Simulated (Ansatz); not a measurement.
Below is the output of a Python script on the Ansatz DFT code, driven from Python that makes harmonic frequencies at the relaxed geometry of AlBH4O2, SMILES B[O][AlH][OH]. Write a script that gives it. Level of theory (for the species named): PBE0, 6-31G* basis, multiplicity 1.

Contents of `albh4o2.xyz`:
```text
8

B    -0.25670    1.51390   -0.08240
O     0.87020    0.90730    0.47310
Al    0.71560   -0.84490   -0.06180
O    -0.07500   -2.04180    0.99960
H    -0.24340    2.06260   -1.17620
H    -1.30050    1.65450    0.53750
H     1.42870   -1.31630   -1.42230
H    -1.04670   -1.99230    0.67680
```

Running `python run_freq.py` prints:
```text
step   1  E = -11425.443281 eV  largest force component 2.0969 eV/A
step   2  E = -11425.691801 eV  largest force component 1.9363 eV/A
step   3  E = -11425.914207 eV  largest force component 0.9875 eV/A
step   4  E = -11426.161611 eV  largest force component 0.4467 eV/A
step   5  E = -11426.230701 eV  largest force component 2.9213 eV/A
step   6  E = -11426.456519 eV  largest force component 0.7653 eV/A
step   7  E = -11426.518997 eV  largest force component 0.1759 eV/A
step   8  E = -11426.535748 eV  largest force component 0.7204 eV/A
step   9  E = -11426.565878 eV  largest force component 0.1770 eV/A
step  10  E = -11426.574949 eV  largest force component 0.4524 eV/A
step  11  E = -11426.599870 eV  largest force component 0.0473 eV/A
step  12  E = -11426.605670 eV  largest force component 0.0235 eV/A
step  13  E = -11426.573221 eV  largest force component 1.2627 eV/A
step  14  E = -11426.607137 eV  largest force component 0.0055 eV/A
step  15  E = -11426.605797 eV  largest force component 0.3450 eV/A
step  16  E = -11426.606983 eV  largest force component 0.0980 eV/A
step  17  E = -11426.607286 eV  largest force component 0.0489 eV/A
step  18  E = -11426.607713 eV  largest force component 0.0367 eV/A
step  19  E = -11426.607650 eV  largest force component 0.0188 eV/A
step  20  E = -11426.607797 eV  largest force component 0.0182 eV/A
step  21  E = -11426.607836 eV  largest force component 0.0030 eV/A
step  22  E = -11426.607839 eV  largest force component 0.0028 eV/A
step  23  E = -11426.607840 eV  largest force component 0.0025 eV/A
final positions (A) and the move of each atom
B    -0.39993    1.76448   -0.14463    0.2953
O     0.06695    0.51285   -0.11607    1.0714
Al    0.72911   -1.05446   -0.11162    0.2158
O    -0.18731   -2.36376    0.46852    0.6311
H    -0.98896    2.15670   -1.12149    0.7535
H    -0.23134    2.48330    0.80929    1.3798
H     2.18648   -1.30152   -0.64137    1.0883
H    -1.08281   -2.25459    0.80167    0.2927
mode  1      68.5 1/cm     8.49 meV
mode  2      98.6 1/cm    12.22 meV
mode  3     146.4 1/cm    18.15 meV
mode  4     251.7 1/cm    31.20 meV
mode  5     360.9 1/cm    44.74 meV
mode  6     491.7 1/cm    60.97 meV
mode  7     618.5 1/cm    76.69 meV
mode  8     644.4 1/cm    79.90 meV
mode  9     728.8 1/cm    90.36 meV
mode 10     893.9 1/cm   110.83 meV
mode 11    1017.2 1/cm   126.12 meV
mode 12    1067.8 1/cm   132.39 meV
mode 13    1262.2 1/cm   156.50 meV
mode 14    1476.3 1/cm   183.03 meV
mode 15    2031.5 1/cm   251.88 meV
mode 16    2562.1 1/cm   317.66 meV
mode 17    2638.6 1/cm   327.14 meV
mode 18    3910.4 1/cm   484.83 meV
imaginary modes: 0  zero-point energy: 1.2565 eV
T (K)   F_vib (eV)   S_vib (meV/K)   C_vib (meV/K)
 298.1      1.1610        0.6649          0.6310
 398.1      1.0842        0.8679          0.7739
 498.1      0.9880        1.0540          0.8867
```

One script that gives this output:

`run_freq.py`
```python
# -*- coding: utf-8 -*-
import ansatz
import numpy as np

BASIS = "6-31G*"
FUNCTIONAL = "PBE0"


def main():
    system = ansatz.Crystal.molecule_from_extxyz("albh4o2.xyz")

    job = system.calculation()
    job = job.basis(gaussian=BASIS)
    job = job.functional(FUNCTIONAL)
    symbols = [site.symbol for site in system.cartesian_sites]
    start = np.array([site.position_ang for site in system.cartesian_sites], dtype=float)
    def progress(event):
        if event["event"] == "relax_step":
            row = event["data"]
            print(f"step {row['step']:3d}  E = {row['lagrangian_ev']:.6f} eV  largest force component {row['allowed_force_max_ev_ang']:.4f} eV/A")


    data = job.relax(force_tolerance=0.003, max_steps=100).session().plan().execute(on_event=progress).report
    end = np.array(data["positions_ang"])

    print("final positions (A) and the move of each atom")
    for symbol, xyz, old in zip(symbols, end, start):
        print(f"{symbol:2s} {xyz[0]:10.5f} {xyz[1]:10.5f} {xyz[2]:10.5f}   {np.linalg.norm(xyz - old):7.4f}")

    minimum = ansatz.Crystal.molecule()
    for symbol, place in zip(symbols, end):
        minimum = minimum.atom(symbol, place.tolist())
    vibrating = minimum.calculation()
    vibrating = vibrating.basis(gaussian=BASIS)
    vibrating = vibrating.functional(FUNCTIONAL).phonons(temperatures=(298.15, 498.15, 100))
    vib = vibrating.run(threads=1, pin="off").report["vibrations"]
    sums = vib["harmonic_sums"]
    modes = [m["omega_inv_cm"] for m in sums["modes_at_gamma"] if m["rigid_motion"] == "no"]
    for number, w in enumerate(modes, start=1):
        print(f"mode {number:2d} {w:9.1f} 1/cm {w / 8065.544 * 1000:8.2f} meV")
    print("imaginary modes:", sum(w < 0 for w in modes), " zero-point energy:", round(sums["zero_point_energy_ev"], 4), "eV")
    print("T (K)   F_vib (eV)   S_vib (meV/K)   C_vib (meV/K)")
    for row in zip(sums["temperatures_k"], sums["vibrational_free_energy_ev"], vib["entropy_ev_per_k"], vib["heat_capacity_ev_per_k"]):
        print(f"{row[0]:6.1f} {row[1]:11.4f} {1000 * row[2]:13.4f} {1000 * row[3]:15.4f}")


if __name__ == "__main__":
    main()
```

Notes:
- Total energies depend on the basis set; only differences at equal settings carry meaning.
- The frequencies are harmonic and unscaled, in a modest basis. The result belongs to the one conformer reached from this start, and soft torsions count as harmonic oscillators.
- Run time: 2.5 min on 1 thread of Arm Neoverse V1, on a shared host, peak memory 0.21 GiB.

(A comment or docstring line of the script was reworded after the run, the code is as it ran; lines on the test bed's own set-up are left out of the output.)
